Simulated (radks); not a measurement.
# The Coulomb parameter U of the 4d shell of Rh³⁺

Aim: U as the second difference [E(n + 0.5) + E(n − 0.5) − 2E(n)]/0.5², with all orbitals relaxed. Bare: the atom's charge changes with n. Screened: the 5s shell takes up the change. The start is a model configuration, not necessarily the ground state.

Program: radks (a radial shooting solver on a logarithmic mesh, Libxc functionals) version 1. Level of theory: scalar-relativistic Kohn-Sham, r2SCAN, spin-unpolarised, spherical densities, finite nucleus. These are calculated values, not measurements, unless marked.

## (1) Starting point

* element: rhodium (Z = 45)
* charge: +3
* electrons: 42
* configuration: [Kr] 4d5 5s1
* nuclear rms radius: 4.4945 fm

The outer shells:

Rh³⁺
```
[Kr] core
4d [↑ ][↑ ][↑ ][↑ ][↑ ]
5s [↑ ]
```

## (2) Start: [Kr] 4d5 5s1

Input:

```text
Z 45
configuration [Kr] 4d5 5s1
relativity scalar-relativistic
functional r2scan,r2scan
spin unpolarised
nucleus finite rms 4.4945 fm
c 137.035999084
```

## (3) Bare +0.5: [Kr] 4d5.5 5s1

Input: that of step 2 with these lines changed.

```diff
@@ -1,3 +1,3 @@
 Z 45
-configuration [Kr] 4d5 5s1
+configuration [Kr] 4d5.5 5s1
 relativity scalar-relativistic
```

## (4) Bare -0.5: [Kr] 4d4.5 5s1

Input: that of step 3 with these lines changed.

```diff
@@ -1,3 +1,3 @@
 Z 45
-configuration [Kr] 4d5.5 5s1
+configuration [Kr] 4d4.5 5s1
 relativity scalar-relativistic
```

## (5) Screened +0.5: [Kr] 4d5.5 5s0.5

Input: that of step 4 with these lines changed.

```diff
@@ -1,3 +1,3 @@
 Z 45
-configuration [Kr] 4d4.5 5s1
+configuration [Kr] 4d5.5 5s0.5
 relativity scalar-relativistic
```

## (6) Screened -0.5: [Kr] 4d4.5 5s1.5

Input: that of step 5 with these lines changed.

```diff
@@ -1,3 +1,3 @@
 Z 45
-configuration [Kr] 4d5.5 5s0.5
+configuration [Kr] 4d4.5 5s1.5
 relativity scalar-relativistic
```

**Question.** What will these runs give?

**Answer**, as computed:

```csv
quantity,value (eV)
"U, bare",14.757
"U, screened by 5s",1.695
"F0(4d,4d), frozen orbitals",18.526
```

Relaxing the orbitals brings U down to 80 % of the Slater integral F0. Letting 5s compensate leaves 11 % of the bare value; this second difference measures U(4d,4d) + U(5s,5s) − 2U(4d,5s). A solid screens further than the bare atom, so the bare value is an upper guide for the U of a crystal.
